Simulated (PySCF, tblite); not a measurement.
# C₂H₆OSi (triplet), a cluster model of a defect: EPR parameters

Wanted: the EPR parameters for `CO[C][SiH3]`. It is drawn as: twofold C.

Computed with tblite 0.8.0 and PySCF 2.14.0; each step states its level. No surroundings beyond the atoms listed, unless a continuum is named. Atoms count from 0, parts from 1.

## Step 1: The system as given

10 atoms, charge 0, multiplicity 3; geometry: distance geometry start.

## Step 2: Geometry optimisation with GFN2-xTB

Job settings and geometry (Å):

```
{"job": {"kind": "relax", "xc": "GFN2-xTB", "basis": "xTB"}, "charge": 0, "multiplicity": 3}
C      0.288969     0.924565     0.730071
Si     1.764685    -0.072625     0.322468
O     -0.813276     0.187797     1.100588
C     -1.753049     0.039648     0.073377
H      2.327379    -0.766634     1.493909
H      1.489425    -1.138893    -0.661039
H      2.801796     0.868148    -0.140144
H     -1.286913    -0.464139    -0.824009
H     -2.617406    -0.584721     0.426168
H     -2.191659     0.970042    -0.259077
```

With the program's defaults for keys left out, this is: GFN2-xTB geometry optimisation, gas phase.

Launch:

```console
$ OMP_NUM_THREADS=1 python cluster_run.py task.json out
```

This one command runs all jobs of the session in turn.

The program printed:

```text
step      E/eV     max force
  0    -352.72042    1.871
  1    -352.82623    0.666
  2    -352.85051    0.611
  3    -352.87585    0.381
  4    -352.89206    0.362
  5    -352.90268    0.347
  6    -352.90868    0.281
  7    -352.91383    0.242
  8    -352.91920    0.231
  9    -352.92491    0.266
 10    -352.92976    0.251
 11    -352.93336    0.149
 12    -352.93633    0.158
 13    -352.93919    0.151
 14    -352.94152    0.166
 15    -352.94321    0.129
 16    -352.94467    0.102
 17    -352.94600    0.114
 18    -352.94696    0.084
 19    -352.94752    0.056
 20    -352.94788    0.053
 21    -352.94818    0.052
 22    -352.94843    0.038
 23    -352.94860    0.035
 24    -352.94872    0.035
 25    -352.94881    0.032
 26    -352.94889    0.030
 27    -352.94896    0.024
 28    -352.94902    0.024
 29    -352.94908    0.027
 30    -352.94917    0.034
 31    -352.94930    0.040
 32    -352.94947    0.039
 33    -352.94964    0.036
 34    -352.94981    0.044
 35    -352.94998    0.052
 36    -352.95020    0.055
 37    -352.95052    0.076
 38    -352.95092    0.082
 39    -352.95146    0.071
 40    -352.95223    0.091
 41    -352.95324    0.092
 42    -352.95421    0.073
 43    -352.95476    0.051
 44    -352.95491    0.047
 45    -352.95513    0.058
 46    -352.95532    0.036
 47    -352.95565    0.020
 48    -352.95587    0.027
 49    -352.95601    0.020
 50    -352.95604    0.022
 51    -352.95607    0.017
 52    -352.95611    0.017
 53    -352.95624    0.020
 54    -352.95632    0.027
 55    -352.95638    0.031
 56    -352.95643    0.028
 57    -352.95652    0.023
 58    -352.95659    0.018
 59    -352.95664    0.018
 60    -352.95667    0.019
 61    -352.95673    0.021
 62    -352.95682    0.033
 63    -352.95695    0.040
 64    -352.95710    0.031
 65    -352.95725    0.038
 66    -352.95746    0.052
 67    -352.95772    0.066
 68    -352.95823    0.117
 69    -352.95877    0.098
 70    -352.95980    0.075
 71    -352.96015    0.058
 72    -352.96059    0.089
 73    -352.96100    0.123
 74    -352.96144    0.056
 75    -352.96164    0.036
 76    -352.96176    0.030
 77    -352.96192    0.027
 78    -352.96201    0.022
 79    -352.96206    0.017
 80    -352.96208    0.013
 81    -352.96211    0.014
 82    -352.96214    0.015
 83    -352.96217    0.020
 84    -352.96221    0.024
 85    -352.96229    0.032
 86    -352.96237    0.031
 87    -352.96248    0.034
 88    -352.96259    0.039
 89    -352.96275    0.045
 90    -352.96287    0.067
 91    -352.96322    0.086
 92    -352.96346    0.071
 93    -352.96375    0.048
 94    -352.96383    0.060
 95    -352.96401    0.025
 96    -352.96413    0.023
 97    -352.96420    0.019
 98    -352.96426    0.025
 99    -352.96431    0.026
100    -352.96436    0.025
101    -352.96440    0.025
102    -352.96444    0.025
103    -352.96449    0.025
104    -352.96456    0.023
105    -352.96468    0.022
106    -352.96487    0.033
107    -352.96510    0.049
108    -352.96534    0.038
109    -352.96552    0.025
110    -352.96562    0.023
111    -352.96569    0.023
112    -352.96571    0.017
113    -352.96574    0.013
114    -352.96578    0.017
115    -352.96582    0.013
116    -352.96585    0.009
117    -352.96586    0.006
```

Run time: 2.5 s. Hardware: 1 thread of Arm Neoverse N1, shared host.

The steps of the relaxation:

```csv
step,energy from step 0 (eV),largest force (eV/Å)
0,0.0000,1.8703
4,-0.1716,0.3612
8,-0.1988,0.2305
12,-0.2159,0.1575
16,-0.2242,0.1028
20,-0.2275,0.0527
24,-0.2283,0.0347
28,-0.2286,0.0230
32,-0.2291,0.0396
36,-0.2298,0.0548
40,-0.2318,0.0911
44,-0.2345,0.0472
48,-0.2355,0.0269
52,-0.2357,0.0168
56,-0.2360,0.0284
60,-0.2362,0.0193
64,-0.2367,0.0306
68,-0.2378,0.1168
72,-0.2402,0.0886
76,-0.2413,0.0298
80,-0.2417,0.0124
84,-0.2418,0.0239
88,-0.2422,0.0387
92,-0.2430,0.0720
96,-0.2437,0.0235
100,-0.2439,0.0248
104,-0.2441,0.0226
108,-0.2449,0.0383
112,-0.2453,0.0165
116,-0.2454,0.0092
117,-0.2454,0.0060
```

Distances of close pairs at the start and the end, largest changes first:

| bond | before (Å) | after (Å) | change (Å) |
| --- | --- | --- | --- |
| C0–O2 | 1.377 | 1.311 | -0.066 |
| C3–H7 | 1.130 | 1.094 | -0.036 |
| C3–H8 | 1.123 | 1.088 | -0.035 |
| O2–C3 | 1.400 | 1.423 | +0.023 |
| Si1–H6 | 1.475 | 1.458 | -0.017 |
| C3–H9 | 1.081 | 1.094 | +0.013 |
| C0–Si1 | 1.827 | 1.833 | +0.006 |
| Si1–H4 | 1.473 | 1.471 | -0.002 |

## Step 3: Geometry optimisation at PBE0-D3(BJ)/def2-SVP

Job settings and geometry (Å):

```
{"job": {"xc": "PBE0", "basis": "def2-SVP", "d3": "d3bj", "grid": 2, "kind": "geom", "shake": 0.01}, "charge": 0, "multiplicity": 3}
C      0.308688     0.862443     0.535875
Si     1.798964    -0.041835     0.077513
O     -0.961454     0.561110     0.840922
C     -1.755199    -0.034573    -0.127536
H      2.177279    -1.156682     0.954854
H      1.608774    -0.621441    -1.263831
H      2.873205     0.962409     0.045428
H     -1.343558    -0.980692    -0.461946
H     -2.751814    -0.197157     0.377444
H     -1.913334     0.620835    -0.977248
```

The program printed:

```text
step   0  E = -443.88438908  max force = 0.038650
step   1  E = -443.88879333  max force = 0.011506
step   2  E = -443.88922362  max force = 0.001836
step   3  E = -443.88934899  max force = 0.001718
step   4  E = -443.88952134  max force = 0.001741
step   5  E = -443.88963109  max force = 0.001673
step   6  E = -443.88970578  max force = 0.000990
step   7  E = -443.88972888  max force = 0.000537
step   8  E = -443.88975156  max force = 0.000714
step   9  E = -443.88977044  max force = 0.000964
step  10  E = -443.88978223  max force = 0.000780
step  11  E = -443.88978889  max force = 0.000379
optimisation converged
```

It took 1.7 min on 1 thread of Arm Neoverse N1, shared host; peak memory 0.47 GiB.

Step by step:

```
step  energy from step 0 (eV)  largest force component (eV/Å)
   0                   0.0000                          1.9875
   1                  -0.1198                          0.5917
   2                  -0.1316                          0.0944
   3                  -0.1350                          0.0883
   4                  -0.1397                          0.0895
   5                  -0.1426                          0.0860
   6                  -0.1447                          0.0509
   7                  -0.1453                          0.0276
   8                  -0.1459                          0.0367
   9                  -0.1464                          0.0496
  10                  -0.1468                          0.0401
  11                  -0.1469                          0.0195
```

Close pairs (by a distance rule), those that changed most:

```
  bond  before (Å)  after (Å)  change (Å)
C0–Si1       1.802      1.845      +0.043
 O2–C3       1.387      1.421      +0.034
 C3–H8       1.129      1.097      -0.032
Si1–H4       1.468      1.499      +0.031
Si1–H5       1.474      1.503      +0.029
 C0–O2       1.341      1.314      -0.027
Si1–H6       1.471      1.491      +0.020
 C3–H7       1.085      1.102      +0.018
```

The end geometry stands in the next job.

| at the end point | value |
| --- | --- |
| point group (found at 0.08 Å tolerance) | C1 |
| rotational constants (GHz, main isotopes) | 22.454, 2.583, 2.493 |
| dipole moment (D) | 2.05 |
| ⟨S²⟩ | 2.007 |

## Step 4: g tensor and hyperfine couplings: B3LYP/IGLO-III+pcH-1

Job settings and geometry (Å):

```
{"job": {"kind": "epr"}, "charge": 0, "multiplicity": 3}
C      0.272946     0.678142     0.424665
Si     1.925609     0.009975    -0.052307
O     -0.819160     0.110916     0.884612
C     -1.913885    -0.050591    -0.006623
H      2.617994    -0.641522     1.106964
H      1.835820    -1.007522    -1.154329
H      2.743887     1.161579    -0.528042
H     -1.624758    -0.674399    -0.868195
H     -2.714238    -0.546222     0.556749
H     -2.265418     0.928311    -0.368451
```

Method: UKS B3LYP, IGLO-III on C O Si, pcH-1 on H, non-relativistic, mean-field spin-orbit, GIAO.

The program printed:

```text
UKS, coarse grid
  cycle   1  E = -444.45438652  |g| = 3.33e-01
  cycle   2  E = -444.38442547  |g| = 5.54e-01
  cycle   3  E = -444.49079368  |g| = 8.23e-02
  cycle   4  E = -444.49336343  |g| = 1.66e-02
  cycle   5  E = -444.49350059  |g| = 9.21e-03
  cycle   6  E = -444.49355505  |g| = 2.17e-03
  cycle   7  E = -444.49355800  |g| = 9.53e-04
UKS, final grid
  cycle   1  E = -444.49355356  |g| = 1.15e-03
  cycle   2  E = -444.49355286  |g| = 1.77e-03
  cycle   3  E = -444.49355418  |g| = 2.69e-04
  cycle   4  E = -444.49355421  |g| = 5.47e-05
  cycle   5  E = -444.49355421  |g| = 2.45e-05
E = -444.49355421 Eh   <S^2> = 2.0069 (exact 2.0000)
g shifts (ppm)      1          2          3
  rmc          -174       -174       -174
  gc             29         14        -14
  oz_so        -121        465        861
  total        -266        305        673
hyperfine (MHz)  atom isotope    a_iso     a_fc   dipolar eigenvalues
    0   13C     184.33     184.48    -67.52     20.57     46.95
    1  29Si     -50.92     -50.98    -13.03      6.15      6.88
    2   17O     -37.28     -37.35    -28.82      6.43     22.38
    3   13C      41.78      41.78     -3.49     -2.95      6.45
    4    1H      50.44      50.44     -3.37     -1.84      5.21
    5    1H      52.18      52.18     -3.37     -1.80      5.17
    6    1H      -1.02      -1.02     -3.22     -3.08      6.30
    7    1H       5.69       5.69     -4.30     -2.84      7.14
    8    1H      -0.59      -0.59     -3.27     -2.68      5.95
    9    1H       5.26       5.26     -4.39     -3.07      7.47
zero-field splitting (cm-1)  D = 0.6006  E = 0.0199  (spin-spin 0.5119, spin-orbit 0.0982)
```

Run time: 50 s. Hardware: 1 thread of Arm Neoverse N1, shared host; peak memory 0.62 GiB.

Principal g values 2.00205, 2.00262, 2.00299; g(iso) = 2.00256, against 2.00232 for a free electron.

Hyperfine couplings, nucleus by nucleus at this fixed geometry (no averaging over rotations):

| nuclei | isotope | a(iso) (MHz) | a(iso) (G, at g = 2.0023) | largest dipolar term (MHz) |
| --- | --- | --- | --- | --- |
| C0 | 13C | 184.3 | 65.8 | -67.5 |
| H5 | 1H | 52.2 | 18.6 | 5.2 |
| Si1 | 29Si | -50.9 | -18.2 | -13.0 |
| H4 | 1H | 50.4 | 18.0 | 5.2 |
| C3 | 13C | 41.8 | 14.9 | 6.4 |
| O2 | 17O | -37.3 | -13.3 | -28.8 |
| H7 | 1H | 5.7 | 2.0 | 7.1 |
| H9 | 1H | 5.3 | 1.9 | 7.5 |
| H6 | 1H | -1.0 | -0.4 | 6.3 |
| H8 | 1H | -0.6 | -0.2 | 5.9 |

Zero-field splitting: D = 0.601 cm⁻¹ (spin-spin 0.512, spin-orbit 0.098), E = 0.020 cm⁻¹.

Mulliken spin populations:

```csv
atom,value (e)
C0,1.65
Si1,0.06
O2,0.12
C3,0.02
H4,0.06
H5,0.06
H6,0.00
H7,0.01
H8,0.00
H9,0.02
```

## Step 5: EPR parameters: BHandHLYP/IGLO-III+pcH-1

The job, as its differences from that of step 4:

```diff
@@ -1,2 +1,2 @@
-{"job": {"kind": "epr"}, "charge": 0, "multiplicity": 3}
+{"job": {"kind": "epr", "xc": "BHandHLYP"}, "charge": 0, "multiplicity": 3}
 C      0.272946     0.678142     0.424665
```

Method: UKS BHandHLYP, IGLO-III on C O Si, pcH-1 on H, non-relativistic, mean-field spin-orbit, GIAO.

The program printed:

```text
UKS, coarse grid
  cycle   1  E = -444.33044026  |g| = 3.04e-01
  cycle   2  E = -444.33866814  |g| = 3.21e-01
  cycle   3  E = -444.37398711  |g| = 6.05e-02
  cycle   4  E = -444.37594805  |g| = 1.54e-02
  cycle   5  E = -444.37621761  |g| = 6.07e-03
  cycle   6  E = -444.37626420  |g| = 2.37e-03
  cycle   7  E = -444.37627243  |g| = 7.82e-04
UKS, final grid
  cycle   1  E = -444.37626983  |g| = 4.91e-04
  cycle   2  E = -444.37627000  |g| = 4.49e-04
  cycle   3  E = -444.37627010  |g| = 1.35e-04
  cycle   4  E = -444.37627013  |g| = 1.08e-04
  cycle   5  E = -444.37627014  |g| = 1.62e-05
E = -444.37627014 Eh   <S^2> = 2.0104 (exact 2.0000)
g shifts (ppm)      1          2          3
  rmc          -173       -173       -173
  gc             29         13        -14
  oz_so        -112        453        823
  total        -257        292        635
hyperfine (MHz)  atom isotope    a_iso     a_fc   dipolar eigenvalues
    0   13C     210.88     211.03    -69.95     22.57     47.38
    1  29Si     -41.47     -41.50    -12.89      5.84      7.05
    2   17O     -40.36     -40.43    -27.51      5.97     21.54
    3   13C      37.79      37.80     -3.37     -2.76      6.13
    4    1H      47.93      47.93     -3.31     -1.90      5.21
    5    1H      50.19      50.19     -3.29     -1.85      5.14
    6    1H      -2.45      -2.44     -3.27     -3.18      6.45
    7    1H       3.97       3.97     -4.27     -2.94      7.21
    8    1H      -0.50      -0.50     -3.17     -2.63      5.79
    9    1H       3.27       3.27     -4.37     -3.17      7.55
zero-field splitting (cm-1)  D = 0.6332  E = 0.0240  (spin-spin 0.5560, spin-orbit 0.0873)
```

Run time: 54 s. Hardware: 1 thread of Arm Neoverse N1, shared host; peak memory 0.62 GiB.

In short: g(iso) 2.00254.

## Step 6: Comparing the runs: EPR parameters

g, ⟨S²⟩ and isotropic hyperfine couplings (MHz), with basis size and wall time:

```csv
run,g(iso),⟨S²⟩,13C C0,1H H5,29Si Si1,1H H4,13C C3,functions,time
B3LYP/IGLO-III+pcH-1,2.00256,2.007,184.3,52.2,-50.9,50.4,41.8,209,50 s
BHandHLYP/IGLO-III+pcH-1,2.00254,2.010,210.9,50.2,-41.5,47.9,37.8,209,54 s
```

## Step 7: Summary of results

```
                            quantity                  value
                         point group                     C1
rotational constants (main isotopes)  22.45, 2.58, 2.49 GHz
                        D, E (B3LYP)      0.601, 0.020 cm⁻¹
                      g(iso) (B3LYP)                2.00256
                                ⟨S²⟩     2.007 (exact 2.00)
                      largest a(iso)   13C on C0, 184.3 MHz
```

In words: Over 11 steps the energy fell by 0.147 eV; of the close pairs, C0–Si1 changed most, 1.802 to 1.845 Å (PBE0/def2-SVP). No frequency check was run at this level, so the end point may be a saddle. Most of the unpaired spin sits on C0 (1.65 e). The isotropic g lies 0.2 ppt above the free-electron value. The coupling of 13C on C0 runs from 184.3 (B3LYP/IGLO-III+pcH-1) to 210.9 MHz (BHandHLYP/IGLO-III+pcH-1). The triplet was assumed; the singlet may lie lower.
